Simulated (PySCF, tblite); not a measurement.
**CH7GeNSi, a small gas-phase stand-in for a defect centre: NMR shifts, core binding energies and electronic excitations**

Wanted: the NMR shifts, core binding energies and electronic excitations for `[SiH3]N[C][GeH3]`. It is drawn as: twofold C.

Programs: tblite 0.8.0 and PySCF 2.14.0. All values are calculated, for the isolated system unless a continuum is named. Atoms count from 0, parts from 1.

## 1. Starting point

11 atoms, charge 0, multiplicity 1; geometry: distance geometry start.

## 2. Relaxing the cluster with GFN2-xTB

Job settings and geometry (Å):

```
{"job": {"kind": "relax", "xc": "GFN2-xTB", "basis": "xTB"}, "charge": 0, "multiplicity": 1}
C      0.639051    -1.957803     0.449086
N      1.088582    -0.603701     0.263921
Si     0.807141     0.092156    -1.395835
Ge    -0.100031    -3.729318     0.452329
H      0.929173     0.023819     1.047757
H      0.124572     1.342215    -1.267275
H      2.023064     0.274560    -2.048813
H     -0.030501    -0.785948    -2.151517
H     -1.462412    -3.684361     1.084897
H      0.824159    -4.660477     1.219424
H     -0.221325    -4.216885    -0.979517
```

With the program's defaults for keys left out, this is: GFN2-xTB geometry optimisation, gas phase.

On the command line:

```sh
$ OMP_NUM_THREADS=1 python cluster_run.py task.json out
```

This one command runs all jobs of the session in turn.

**Question.** The jobs that follow are: PBE0-D3(BJ)/def2-SVP geometry optimisation, gas phase; GIAO PBE0/pcSseg-2 NMR shielding, non-relativistic, gas phase; delta-SCF UKS SCAN, pcX-2 on the ionised atom, pcseg-1 elsewhere, spin-free X2C; TDDFT CAM-B3LYP/def2-SVPD, vertical, gas phase, core orbitals frozen in the response. Predict: point group; rotational constants (main isotopes); 13C shifts against TMS (PBE0/pcSseg-2); 1H shifts against TMS (PBE0/pcSseg-2, means over atoms taken as alike); 15N shifts against NH3 (PBE0/pcSseg-2); 29Si shifts against TMS (PBE0/pcSseg-2); 73Ge shifts against GeMe4 (PBE0/pcSseg-2); potential on the surface of density 0.002 e/bohr³, 1st and 99th percentile; N1s binding energies, SCAN/pcX-2; Si2p binding energies, SCAN/pcX-2; lowest singlet (CAM-B3LYP/def2-SVPD); brightest single state of those computed; lowest triplet; vertical ionisation energy (ΔSCF); vertical electron affinity (ΔSCF).

As calculated:

```
                                                                  quantity                                             value
                                                               point group                                                Cs
                                      rotational constants (main isotopes)                              8.16, 1.59, 1.37 GHz
                                    13C shifts against TMS (PBE0/pcSseg-2)                                         562.2 ppm
    1H shifts against TMS (PBE0/pcSseg-2, means over atoms taken as alike)                 13.03, 5.13, 4.91, 4.82, 4.71 ppm
                                    15N shifts against NH3 (PBE0/pcSseg-2)                                         274.0 ppm
                                   29Si shifts against TMS (PBE0/pcSseg-2)                                         -80.3 ppm
                                 73Ge shifts against GeMe4 (PBE0/pcSseg-2)                                          -283 ppm
potential on the surface of density 0.002 e/bohr³, 1st and 99th percentile                                -1.92 V and 1.98 V
                                          N1s binding energies, SCAN/pcX-2                                      N1 406.18 eV
                                         Si2p binding energies, SCAN/pcX-2                                     Si2 107.75 eV
                                      lowest singlet (CAM-B3LYP/def2-SVPD)                       2.26 eV (548 nm), f = 0.001
                                  brightest single state of those computed                       state 3, 5.22 eV, f = 0.087
                                                            lowest triplet                                           1.28 eV
                                         vertical ionisation energy (ΔSCF)                                           7.44 eV
                                         vertical electron affinity (ΔSCF)  -0.34 eV (unbound: the value hangs on the basis)
```

In words: The start of the PBE0/def2-SVP relaxation was shaken at random by about 0.01 Å, so part of the energy gained, and of the first lengths quoted, undoes that. Over 5 steps the energy fell by 0.201 eV; of the close pairs, Si2–H7 changed most, 1.424 to 1.487 Å (PBE0/def2-SVP). Hydrogens of an XH3 group are listed apart at this fixed geometry; free rotation makes them one line at their mean. At PBE0/pcSseg-2: The largest span, 1245 ppm, is at C0, where the paramagnetic term is -626 ppm. At PBE0/pcSseg-2, counted by nearest atom on the grid, the HOMO lies on C0 67 %; Ge3 9 %, the LUMO on C0 54 %; N1 16 %. The lowest singlet, at 2.26 eV, is HOMO→LUMO 0.96 and is dark; of the 6 states computed, the strongest absorption comes from state 3 at 5.22 eV. The lowest triplet lies 0.98 eV below the lowest singlet (triplets in Tamm-Dancoff, singlets in full TDDFT). The orbital energy would give 6.82 eV for ionisation, ΔSCF gives 7.44 eV. Spin-orbit coupling is left out, which matters for shieldings and couplings at and beside the heavy atoms. A capped cluster stands for the solid here, so long-range fields and strain are missing, and bands or shifts of the capping hydrogens have no counterpart in it.
